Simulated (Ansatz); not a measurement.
**C3H12AlP: a ladder of functionals and wavefunction methods**

One table from this session's results is given with a row withheld; the runs are named, their logs left out.

Computed with Ansatz 0.2.0, Gaussian basis. Level: functionals in def2-TZVPP, the program's frozen cores in correlated methods.

The runs, in order: LDA (SPW92), PBE-D4, revPBE-D4, BLYP-D4, r2SCAN-D4, B97M-V, PBE0-D4, B3LYP-D4, r2SCANh-D4, r2SCAN0-D4, HSE06-D4, BHLYP-D4, CAM-B3LYP-D4, LC-ωPBE, ωB97X-V, ωB97M-V, B2PLYP, PBE-QIDH; CCSD(T)/def2-SVP; CCSD(T)/def2-TZVPP; MP2/def2-QZVPP; extrapolation to the limit; RPA on PBE.

### The geometry

An earlier PBE0-D4 in a triple-zeta def2 set relaxation fixed the geometry.

SMILES `C[P+](C)(C)[AlH3-]`, 17 atoms, charge 0, spin multiplicity 1.

Atoms are counted from 1 here; the program's logs count them from 0.

Bond lengths: C1–P2 1.816 Å, C1–H6 1.091 Å, C1–H7 1.092 Å, C1–H8 1.091 Å, P2–C3 1.816 Å, P2–C4 1.816 Å, P2–Al5 2.446 Å, C3–H9 1.091 Å, C3–H10 1.091 Å, C3–H11 1.092 Å, C4–H12 1.091 Å, C4–H13 1.092 Å, C4–H14 1.091 Å, Al5–H15 1.606 Å, Al5–H16 1.606 Å, Al5–H17 1.606 Å. Angles: P2–C1–H6 109.1°, P2–C1–H7 111.7°, P2–C1–H8 109.1°, H6–C1–H7 109.4°, H6–C1–H8 108.1°, H7–C1–H8 109.4°, C1–P2–C3 104.4°, C1–P2–C4 104.4°, C1–P2–Al5 114.2°, C3–P2–C4 104.4°, C3–P2–Al5 114.2°, C4–P2–Al5 114.2°, P2–C3–H9 109.1°, P2–C3–H10 109.1°, P2–C3–H11 111.7°, H9–C3–H10 108.1°, H9–C3–H11 109.4°, H10–C3–H11 109.4° and more.

The first run:

in.yaml reads:

```yaml
crystal:
  periodic: [false, false, false]
  atoms:
    - {symbol: C, position_ang: [-0.605647, 0.518616, -1.642708]}
    - {symbol: P, position_ang: [0.011185, -0.008740, -0.018068]}
    - {symbol: C, position_ang: [1.775026, 0.422277, -0.044217]}
    - {symbol: C, position_ang: [-0.010535, -1.823023, -0.095128]}
    - {symbol: Al, position_ang: [-1.220120, 0.928694, 1.875574]}
    - {symbol: H, position_ang: [-0.551993, 1.606527, -1.708173]}
    - {symbol: H, position_ang: [-0.026874, 0.076352, -2.456654]}
    - {symbol: H, position_ang: [-1.651946, 0.224294, -1.739393]}
    - {symbol: H, position_ang: [2.242464, 0.066236, 0.875286]}
    - {symbol: H, position_ang: [1.876066, 1.508299, -0.077383]}
    - {symbol: H, position_ang: [2.284597, -0.016751, -0.904847]}
    - {symbol: H, position_ang: [-1.044796, -2.164432, -0.161890]}
    - {symbol: H, position_ang: [0.551874, -2.196855, -0.953614]}
    - {symbol: H, position_ang: [0.420207, -2.223885, 0.823837]}
    - {symbol: H, position_ang: [-0.972500, 2.491222, 1.596855]}
    - {symbol: H, position_ang: [-2.679495, 0.339881, 1.552805]}
    - {symbol: H, position_ang: [-0.397501, 0.251277, 3.077708]}
basis:
  gaussian: {orbitals: def2-TZVPP}
hamiltonian: {xc: lda}
output: {orbitals: {seedname: orbitals}}
```

The run is started by

```sh
> ansatz run in.yaml --threads 4 --pin off --events-out ev --progress --plain --max-ram 11315MiB
```

Steps of the session up to this table: LDA; PBE-D4 (GGA); revPBE-D4 (GGA); BLYP-D4 (GGA); r2SCAN-D4 (meta-GGA); B97M-V (meta-GGA); B3LYP-D4 (hybrid); r2SCANh-D4 (hybrid); r2SCAN0-D4 (hybrid); HSE06-D4 (hybrid); BHLYP-D4 (hybrid); CAM-B3LYP-D4 (range-separated); LC-ωPBE (range-separated); ωB97X-V (range-separated); ωB97M-V (range-separated); B2PLYP (double hybrid); PBE-QIDH (double hybrid).

One table of the session follows, with a row left open; its other results are not shown here.

It belongs to the step «Frontier levels by functional». 

```
  functional  HOMO (eV)  LUMO (eV)  gap (eV)
 LDA (SPW92)      -6.18      -0.53      5.65
      PBE-D4      -6.12      -0.31      5.81
   revPBE-D4      -6.09      -0.20      5.89
     BLYP-D4      -6.04      -0.28      5.76
   r2SCAN-D4      -6.42       0.05      6.47
      B97M-V      -6.54      -0.23      6.31
     PBE0-D4      -7.35       0.44      7.79
    B3LYP-D4      -7.18       0.15      7.33
  r2SCANh-D4      -6.87       0.36      7.23
  r2SCAN0-D4      -7.55       0.81      8.37
    HSE06-D4      -6.95       0.07      7.02
    BHLYP-D4      -8.55       1.04      9.59
CAM-B3LYP-D4          ?          ?         ?
     LC-ωPBE     -10.15       2.42     12.57
     ωB97X-V      -9.81       2.21     12.02
     ωB97M-V      -9.62       1.82     11.44
```

Q: Estimate the row for CAM-B3LYP-D4 from the others.

**Answer.** HOMO (eV): -8.77; LUMO (eV): 1.20; gap (eV): 9.97. In the column «HOMO (eV)» it lies between ωB97M-V (-9.62) and BHLYP-D4 (-8.55).
